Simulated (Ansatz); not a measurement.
**HfN+ (triplet): wave-function methods side by side, def2-TZVPP**

One table from this session's results is given with a row withheld; the runs are named, their logs left out.

Program: Ansatz 0.2.0, Gaussian basis. Level of theory: def2-TZVPP, core rule «outside noble gas», up to 5 orbitals frozen. These are calculated values, not measurements.

The runs, in order: UHF; ROHF; CCSD(T) on UHF.

### What is computed

The geometry is a PBE0/def2-TZVP stationary point (not a proven minimum) of the parent state, kept for this charge and spin. No spin-orbit coupling is included. Elements past krypton take def2 core potentials.

2 atoms, charge 1, spin multiplicity 3.

Atoms are counted from 1 here; the program's logs count them from 0.

Bond lengths: Hf1–N2 1.785 Å.

Geometry (Å):

```xyz
2
HfN
Hf    0.00000    0.00000    0.00000
N     0.00000    0.00000    1.78538
```

Set-up of the first run:

File in.yaml:

```yaml
crystal:
  periodic: [false, false, false]
  atoms:
    - {symbol: Hf, position_ang: [0.000000, 0.000000, 0.000000]}
    - {symbol: N, position_ang: [0.000000, 0.000000, 1.785383]}
basis:
  gaussian: {orbitals: def2-TZVPP}
total_charge: 1
magnetization: {spin_polarized: true, initial_magnetization: 2}
hamiltonian: {xc: hf}
output: {orbitals: {seedname: orbitals}}
```

Started as:

```bash
> ansatz run in.yaml --threads 1 --pin off --events-out ev --progress --plain --max-ram 4096MiB --backend cpu
```

Among the steps run: UHF; ROHF; CCSD(T) on UHF.

One of the session's tables, all rows but one given; the rest of the session is left out.

It belongs to the step «Misses and costs». 

```
  method  from UCCSD(T) (meV)
    ROHF              +7365.0
     UHF              +7115.1
    UMP2               +793.9
   UCCSD                    ?
UCCSD(T)                    0
```

Estimate the missing values for UCCSD.

**Answer.** from UCCSD(T) (meV): +445.3. In the column «from UCCSD(T) (meV)» it lies between UCCSD(T) (0) and UMP2 (+793.9).
